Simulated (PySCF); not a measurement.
# A workflow on CH2ClNSn (SMILES N#[C][SnH2][Cl]), part 2 of 2

PySCF 2.14.0. Earlier steps stand in the parts before.

## (7) A single-point energy at MP2/cc-pVDZ-PP (core potential) (run 6)

Contents of mol.xyz:

```xyz
6
CH2ClNSn
N      1.805200    -1.621100     1.077500
C      1.044600    -0.886000     0.621300
Sn    -0.317700     0.495000    -0.198800
Cl    -1.934000    -0.791900    -1.235400
H      0.487900     1.396200    -1.382100
H     -1.044000     1.343700     1.071400
```

Contents of calc.py:

```python
from pyscf import gto, scf, mp

mol = gto.Mole()
mol.atom = 'mol.xyz'
mol.verbose = 4
mol.max_memory = 1860
mol.basis = {'default': 'cc-pvdz-pp', 'N': 'cc-pvdz', 'C': 'cc-pvdz', 'Cl': 'cc-pvdz', 'H': 'cc-pvdz'}
mol.ecp = {'Sn': 'cc-pvdz-pp'}
mol.build()

mf = scf.RHF(mol)
mf.kernel()

pt = mp.MP2(mf).run()
e_tot = pt.e_tot
print(f'total energy: {e_tot:.8f} hartree')
```

On the command line:

```bash
$ OMP_NUM_THREADS=1 python calc.py
```

The log of the run:

```text
PySCF version 2.14.0

[INPUT] num. atoms = 6
[INPUT] num. electrons = 54
[INPUT] charge = 0
[INPUT] spin (= nelec alpha-beta = 2S) = 0
[INPUT] symmetry False subgroup None
[INPUT] Mole.unit = angstrom
[INPUT] Symbol           X                Y                Z      unit          X                Y                Z       unit  Magmom
[INPUT]  1 N      1.805200000000  -1.621100000000   1.077500000000 AA    3.411333600065  -3.063435020532   2.036179899219 Bohr   0.0
[INPUT]  2 C      1.044600000000  -0.886000000000   0.621300000000 AA    1.974007909721  -1.674297346365   1.174086841192 Bohr   0.0
[INPUT]  3 Sn    -0.317700000000   0.495000000000  -0.198800000000 AA   -0.600365989774   0.935414431660  -0.375677553564 Bohr   0.0
[INPUT]  4 Cl    -1.934000000000  -0.791900000000  -1.235400000000 AA   -3.654730324909  -1.496474118043  -2.334567654288 Bohr   0.0
[INPUT]  5 H      0.487900000000   1.396200000000  -1.382100000000 AA    0.921997376175   2.638435615118  -2.611790476761 Bohr   0.0
[INPUT]  6 H     -1.044000000000   1.343700000000   1.071400000000 AA   -1.972874074046   2.539224993578   2.024652569859 Bohr   0.0

nuclear repulsion = 215.855613357301
number of shells = 28
number of NR pGTOs = 163
number of NR cGTOs = 79
basis = {'default': 'cc-pvdz-pp', 'N': 'cc-pvdz', 'C': 'cc-pvdz', 'Cl': 'cc-pvdz', 'H': 'cc-pvdz'}
ecp = {'Sn': 'cc-pvdz-pp'}

******** <class 'pyscf.scf.hf.RHF'> ********
method = RHF
initial guess = minao
damping factor = 0
level_shift factor = 0
DIIS = <class 'pyscf.scf.diis.CDIIS'>
diis_start_cycle = 1
diis_space = 8
diis_damp = 0
SCF conv_tol = 1e-09
SCF conv_tol_grad = None
SCF max_cycles = 50
direct_scf = True
direct_scf_tol = 1e-13
Set gradient conv threshold to 3.16228e-05
Initial guess from minao.
init E= -747.785710742192
  HOMO = -0.751653192376986  LUMO = -0.604887127454319  gap/eV = 3.99371
cycle= 1 E= -765.34204131905  delta_E= -17.6  |g|= 1.84  |ddm|= 29.9
  HOMO = -0.267707801464408  LUMO = 0.0961874576271397  gap/eV = 9.90209
cycle= 2 E= -766.014959605694  delta_E= -0.673  |g|= 1.23  |ddm|= 4.08
  HOMO = -0.435846256916678  LUMO = 0.0728906310081145  gap/eV = 13.84344
cycle= 3 E= -766.340245254951  delta_E= -0.325  |g|= 0.269  |ddm|= 1.04
  HOMO = -0.454579110480697  LUMO = 0.0623041747543379  gap/eV = 14.06511
cycle= 4 E= -766.355821027787  delta_E= -0.0156  |g|= 0.0935  |ddm|= 0.25
  HOMO = -0.460012702523982  LUMO = 0.0617312084988084  gap/eV = 14.19737
cycle= 5 E= -766.35850421767  delta_E= -0.00268  |g|= 0.0193  |ddm|= 0.106
  HOMO = -0.457794389807741  LUMO = 0.0632097454647066  gap/eV = 14.17724
cycle= 6 E= -766.358670731884  delta_E= -0.000167  |g|= 0.00344  |ddm|= 0.0341
  HOMO = -0.458230400613707  LUMO = 0.0631077124133094  gap/eV = 14.18633
cycle= 7 E= -766.358676241105  delta_E= -5.51e-06  |g|= 0.00117  |ddm|= 0.00529
  HOMO = -0.458053880741526  LUMO = 0.0630833251047982  gap/eV = 14.18087
cycle= 8 E= -766.358676944863  delta_E= -7.04e-07  |g|= 0.000348  |ddm|= 0.00206
  HOMO = -0.458067136932446  LUMO = 0.0630835850231075  gap/eV = 14.18123
cycle= 9 E= -766.358677032971  delta_E= -8.81e-08  |g|= 0.000122  |ddm|= 0.000677
  HOMO = -0.458057089465356  LUMO = 0.0630821941570947  gap/eV = 14.18092
cycle= 10 E= -766.35867705291  delta_E= -1.99e-08  |g|= 6.72e-05  |ddm|= 0.00025
  HOMO = -0.458057067757972  LUMO = 0.0630790240751881  gap/eV = 14.18084
cycle= 11 E= -766.358677060655  delta_E= -7.75e-09  |g|= 2.61e-05  |ddm|= 0.000184
  HOMO = -0.458057097060678  LUMO = 0.0630784873150021  gap/eV = 14.18082
cycle= 12 E= -766.358677061896  delta_E= -1.24e-09  |g|= 4.49e-06  |ddm|= 9.75e-05
  HOMO = -0.458057286099978  LUMO = 0.0630781674865215  gap/eV = 14.18082
cycle= 13 E= -766.358677061912  delta_E= -1.66e-11  |g|= 1.36e-06  |ddm|= 1.28e-05
  HOMO = -0.458057316546033  LUMO = 0.0630782538277145  gap/eV = 14.18082
Extra cycle  E= -766.358677061912  delta_E= 4.55e-13  |g|= 6.57e-07  |ddm|= 2.62e-06
converged SCF energy = -766.358677061912

******** <class 'pyscf.mp.mp2.RMP2'> ********
nocc = 27, nmo = 79
E(RMP2) = -766.896001183329  E_corr = -0.537324121417658
E(SCS-RMP2) = -766.881457974126  E_corr = -0.522780912214325
E_corr(same-spin) = -0.140778500177152
E_corr(oppo-spin) = -0.396545621240506
total energy: -766.89600118 hartree
```

Run time: 1.3 s. Hardware: 1 thread of AMD EPYC 9R45 (Zen 5), shared host; peak memory 0.2 GiB.

## (8) Summary of results

What follows sums up all 2 parts.

| quantity | value |
| --- | --- |
| run 1, HF-D3(0)/ma-def2-SVP: total energy at the end | -766.02931 Eh |
| run 1, HF-D3(0)/ma-def2-SVP: dipole moment | 5.18 D |
| run 1, HF-D3(0)/ma-def2-SVP: HOMO energy | -9.86 eV |
| run 1, HF-D3(0)/ma-def2-SVP: LUMO energy | -0.87 eV |
| run 1, HF-D3(0)/ma-def2-SVP: HOMO–LUMO gap | 9.00 eV |
| run 1, HF-D3(0)/ma-def2-SVP: dispersion energy | -6.85 kJ/mol |
| run 2, HF-D3(0)/ma-def2-SVP: lowest harmonic wavenumber | 1492i cm⁻¹ (imaginary) |
| run 2, HF-D3(0)/ma-def2-SVP: highest harmonic wavenumber | 2535 cm⁻¹ |
| run 3, HF-D3(0)/ma-def2-SVP: energy at the saddle point | -766.02931 Eh |
| run 4, HF-D3(0)/ma-def2-SVP: total energy | -766.13432 Eh |
| run 4, HF-D3(0)/ma-def2-SVP: dipole moment | 4.35 D |
| run 4, HF-D3(0)/ma-def2-SVP: HOMO energy | -12.59 eV |
| run 4, HF-D3(0)/ma-def2-SVP: LUMO energy | 0.73 eV |
| run 4, HF-D3(0)/ma-def2-SVP: HOMO–LUMO gap | 13.32 eV |
| run 4, HF-D3(0)/ma-def2-SVP: dispersion energy | -8.84 kJ/mol |
| run 5, MP2/cc-pVDZ-PP: total energy | -766.81011 Eh |
| run 5, MP2/cc-pVDZ-PP: dipole moment (Hartree–Fock density) | 4.92 D |
| run 5, MP2/cc-pVDZ-PP: HOMO energy (Hartree–Fock orbitals) | -9.75 eV |
| run 5, MP2/cc-pVDZ-PP: LUMO energy (Hartree–Fock orbitals) | -0.55 eV |
| run 5, MP2/cc-pVDZ-PP: HOMO–LUMO gap (Hartree–Fock orbitals) | 9.19 eV |
| run 5, MP2/cc-pVDZ-PP: correlation energy | -552.8 mEh |
| run 6, MP2/cc-pVDZ-PP: total energy | -766.89600 Eh |
| run 6, MP2/cc-pVDZ-PP: dipole moment (Hartree–Fock density) | 4.18 D |
| run 6, MP2/cc-pVDZ-PP: HOMO energy (Hartree–Fock orbitals) | -12.46 eV |
| run 6, MP2/cc-pVDZ-PP: LUMO energy (Hartree–Fock orbitals) | 1.72 eV |
| run 6, MP2/cc-pVDZ-PP: HOMO–LUMO gap (Hartree–Fock orbitals) | 14.18 eV |

Mulliken charges (run 1, HF-D3(0)/ma-def2-SVP) run from -0.34 on Cl4 to +0.56 on Sn3; they depend strongly on the basis. 1 mode is imaginary (lowest 1492i cm⁻¹): a first-order saddle point. Mulliken charges (run 2, HF-D3(0)/ma-def2-SVP) run from -0.34 on Cl4 to +0.56 on Sn3; they depend strongly on the basis. Mulliken charges (run 4, HF-D3(0)/ma-def2-SVP) run from -0.37 on C2 to +0.87 on Sn3. Mulliken charges (run 6, MP2/cc-pVDZ-PP) of the mean-field density run from -0.39 on Cl4 to +1.03 on Sn3; they depend strongly on the basis.
